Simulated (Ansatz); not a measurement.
# C2H10BNSi: a ladder of functionals and wavefunction methods

One table from this session's results is given with a row withheld; the runs are named, their logs left out.

Method: functionals in def2-TZVPP, the program's frozen cores in correlated methods; program: Ansatz 0.2.0, Gaussian basis.

The runs, in order: PBE-D4, r2SCAN-D4, PBE0-D4, B3LYP-D4, ωB97X-V, ωB97M-V, B2PLYP; CCSD(T)/def2-TZVPP; MP2/def2-QZVPP; extrapolation to the limit.

**Structure used throughout**

All runs share one geometry, relaxed beforehand with PBE0-D4 in a triple-zeta def2 set.

SMILES `CN(C)B[SiH3]`, 15 atoms, charge 0, spin multiplicity 1.

Atoms are counted from 1 here; the program's logs count them from 0.

Bond lengths: C1–N2 1.449 Å, C1–H6 1.096 Å, C1–H7 1.096 Å, C1–H8 1.088 Å, N2–C3 1.447 Å, N2–B4 1.386 Å, C3–H9 1.088 Å, C3–H10 1.096 Å, C3–H11 1.096 Å, B4–Si5 2.016 Å, B4–H12 1.202 Å, Si5–H13 1.493 Å, Si5–H14 1.492 Å, Si5–H15 1.492 Å. Angles: N2–C1–H6 110.6°, N2–C1–H7 110.6°, N2–C1–H8 109.9°, H6–C1–H7 107.6°, H6–C1–H8 109.0°, H7–C1–H8 109.0°, C1–N2–C3 112.2°, C1–N2–B4 122.5°, C3–N2–B4 125.4°, N2–C3–H9 110.5°, N2–C3–H10 110.6°, N2–C3–H11 110.6°, H9–C3–H10 108.8°, H9–C3–H11 108.8°, H10–C3–H11 107.6°, N2–B4–Si5 126.7°, N2–B4–H12 116.4°, Si5–B4–H12 116.9° and more.

The first run:

Input file in.yaml:

```yaml
crystal:
  periodic: [false, false, false]
  atoms:
    - {symbol: C, position_ang: [-1.500650, -0.254584, 1.405498]}
    - {symbol: N, position_ang: [-0.395133, -0.016214, 0.500107]}
    - {symbol: C, position_ang: [0.637173, 0.799007, 1.102376]}
    - {symbol: B, position_ang: [-0.364509, -0.526788, -0.788335]}
    - {symbol: Si, position_ang: [1.101808, -0.276157, -2.148366]}
    - {symbol: H, position_ang: [-1.958207, 0.692118, 1.714313]}
    - {symbol: H, position_ang: [-1.155257, -0.766592, 2.310784]}
    - {symbol: H, position_ang: [-2.253576, -0.868957, 0.916654]}
    - {symbol: H, position_ang: [1.452364, 0.960600, 0.400672]}
    - {symbol: H, position_ang: [0.232764, 1.771950, 1.403205]}
    - {symbol: H, position_ang: [1.035798, 0.313920, 2.000395]}
    - {symbol: H, position_ang: [-1.311492, -1.186323, -1.124806]}
    - {symbol: H, position_ang: [2.273458, 0.544869, -1.720139]}
    - {symbol: H, position_ang: [1.635370, -1.605433, -2.567424]}
    - {symbol: H, position_ang: [0.548089, 0.367783, -3.375535]}
basis:
  gaussian: {orbitals: def2-TZVPP}
hamiltonian: {xc: pbe, dispersion: d4}
output: {forces: true, orbitals: {seedname: orbitals}}
```

Started as:

```console
ansatz run in.yaml --threads 4 --pin off --events-out ev --progress --plain --max-ram 10444MiB
```

Among the steps run: PBE-D4 (GGA); r2SCAN-D4 (meta-GGA); PBE0-D4 (hybrid); B3LYP-D4 (hybrid); ωB97X-V (range-separated); ωB97M-V (range-separated); B2PLYP (double hybrid); CCSD(T) in def2-TZVPP; MP2 in def2-QZVPP.

One of the session's tables, all rows but one given; the rest of the session is left out.

| method | atomisation energy (eV) |
| --- | --- |
| PBE-D4 | 56.503 |
| r2SCAN-D4 | 55.821 |
| PBE0-D4 | 55.891 |
| B3LYP-D4 | ? |
| ωB97X-V | 56.012 |
| ωB97M-V | 55.947 |
| B2PLYP | 55.270 |
| HF/def2-TZVPP | 41.784 |
| MP2/def2-TZVPP | 54.639 |
| CCSD/def2-TZVPP | 53.765 |
| CCSD(T)/def2-TZVPP | 54.407 |
| MP2/CBS | 55.900 |
| CCSD(T)/CBS | 55.667 |

**Question.** Estimate the row for B3LYP-D4.

As computed: atomisation energy (eV): 56.031. In the column «atomisation energy (eV)» it lies between ωB97X-V (56.012) and PBE-D4 (56.503).
